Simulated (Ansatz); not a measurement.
# C₂HFSe: basis-set convergence

One table from this session's results is given with a row withheld; the runs are named, their logs left out.

The runs use Ansatz 0.2.0, Gaussian basis; one geometry, several basis sets.

Plan: PBE0-D4/def2-SVP; ωB97M-V/def2-SVP; PBE0-D4/def2-QZVPP; ωB97M-V/def2-QZVPP; the functionals' def2-TZVPP values are taken from earlier runs.

## The geometry

An earlier PBE0-D4 in a triple-zeta def2 set relaxation fixed the geometry.

SMILES `FC1=C[Se]1`, 5 atoms, charge 0, spin multiplicity 1.

Atoms are counted from 1 here; the program's logs count them from 0.

Bond lengths: F1–C2 1.295 Å, C2–C3 1.273 Å, C2–Se4 1.914 Å, C3–Se4 2.039 Å, C3–H5 1.073 Å. Angles: F1–C2–C3 145.4°, F1–C2–Se4 138.0°, C3–C2–Se4 76.6°, C2–C3–Se4 66.0°, C2–C3–H5 155.7°, Se4–C3–H5 138.4°, C2–Se4–C3 37.4°.

Set-up of the first run:

in.yaml reads:

```yaml
crystal:
  periodic: [false, false, false]
  atoms:
    - {symbol: F, position_ang: [-0.351891, -1.459396, 1.110438]}
    - {symbol: C, position_ang: [-0.221321, -0.498080, 0.252905]}
    - {symbol: C, position_ang: [0.468253, 0.517281, -0.085719]}
    - {symbol: Se, position_ang: [-1.110843, 0.136899, -1.318243]}
    - {symbol: H, position_ang: [1.265802, 1.229697, -0.000879]}
basis:
  gaussian: {orbitals: def2-SVP}
hamiltonian: {xc: pbe0, dispersion: d4}
output: {orbitals: {seedname: orbitals}}
```

The run is started by

```
$ ansatz run in.yaml --threads 2 --pin off --events-out ev --progress --plain --max-ram 4352MiB
```

Among the steps run: PBE0-D4 in def2-SVP; ωB97M-V in def2-SVP; PBE0-D4 in def2-QZVPP; ωB97M-V in def2-QZVPP.

One table of the session follows, with a row left open; its other results are not shown here.

It belongs to the step «Functionals by basis». 

| functional | basis | HOMO (eV) |
| --- | --- | --- |
| PBE0-D4 | def2-SVP | -5.72 |
| PBE0-D4 | def2-TZVPP | -5.84 |
| PBE0-D4 | def2-QZVPP | -5.87 |
| ωB97M-V | def2-SVP | -7.88 |
| ωB97M-V | def2-TZVPP | ? |
| ωB97M-V | def2-QZVPP | -8.03 |

**Question.** Estimate the row for ωB97M-V, def2-TZVPP.

The run gave: HOMO (eV): -8.00. In the column «HOMO (eV)» it lies between ωB97M-V, def2-QZVPP (-8.03) and ωB97M-V, def2-SVP (-7.88).
